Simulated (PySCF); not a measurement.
# C7H11N: the cost of one run

The runs use PySCF 2.14.0, with density-fitted response routines of our own; the level of theory stands in each step. All values are computed, except where a source is named. Atoms are numbered from 0 throughout.

### Step 1. The starting structure

19 atoms, charge 0, multiplicity 1; geometry from: GFN2-xTB. The atoms were then displaced at random by about 0.01 Å, so the start is not that level's minimum.

Bonds of the start (Å): C0–C1 1.32, C1–C2 1.51, C2–C3 1.59, C3–C4 1.55, C4–C5 1.51, C5–C6 1.51, C6–N7 1.26, C4–C1 1.51, C0–H8 1.11, C0–H9 1.05, C2–H10 1.10, C2–H11 1.06, C3–H12 1.09, C3–H13 1.07, C4–H14 1.10, C5–H15 1.09, C5–H16 1.09, C6–H17 1.08, N7–H18 1.03.

### Step 2. Optimising the geometry at PBE0-D3(BJ)/def2-SVP

What the job is given:

```
{"job": {"xc": "PBE0", "basis": "def2-SVP", "d3": "d3bj", "grid": 1, "shake": 0.01, "kind": "geom"}, "charge": 0, "multiplicity": 1}
C     -2.010530    -1.037720     1.232620
C     -1.240540    -0.051180     0.818520
C     -1.472570     1.385870     0.414190
C      0.069350     1.477360     0.033600
C      0.241670     0.018780     0.514270
C      0.754410    -0.963010    -0.519300
C      2.201280    -0.699230    -0.861380
N      2.718880    -0.523960    -1.997680
H     -3.089440    -0.848170     1.384040
H     -1.663260    -2.002340     1.456970
H     -1.753630     2.033930     1.256820
H     -2.151750     1.533040    -0.388410
H      0.181610     1.611960    -1.039060
H      0.592040     2.229440     0.582810
H      0.857760    -0.053480     1.424750
H      0.687810    -1.963830    -0.094990
H      0.137930    -0.911660    -1.417370
H      2.861880    -0.629920    -0.008490
H      2.046370    -0.598780    -2.771170
```

Run with:

```
> OMP_NUM_THREADS=1 python probes_run.py task.json out
```

This one command runs all jobs of the session in turn.

**Question.** How long does this first job take on 1 thread of Intel Xeon Platinum 8488C, shared host, and how much memory does it need?

About 3.3 min, with a peak of 0.7 GiB.
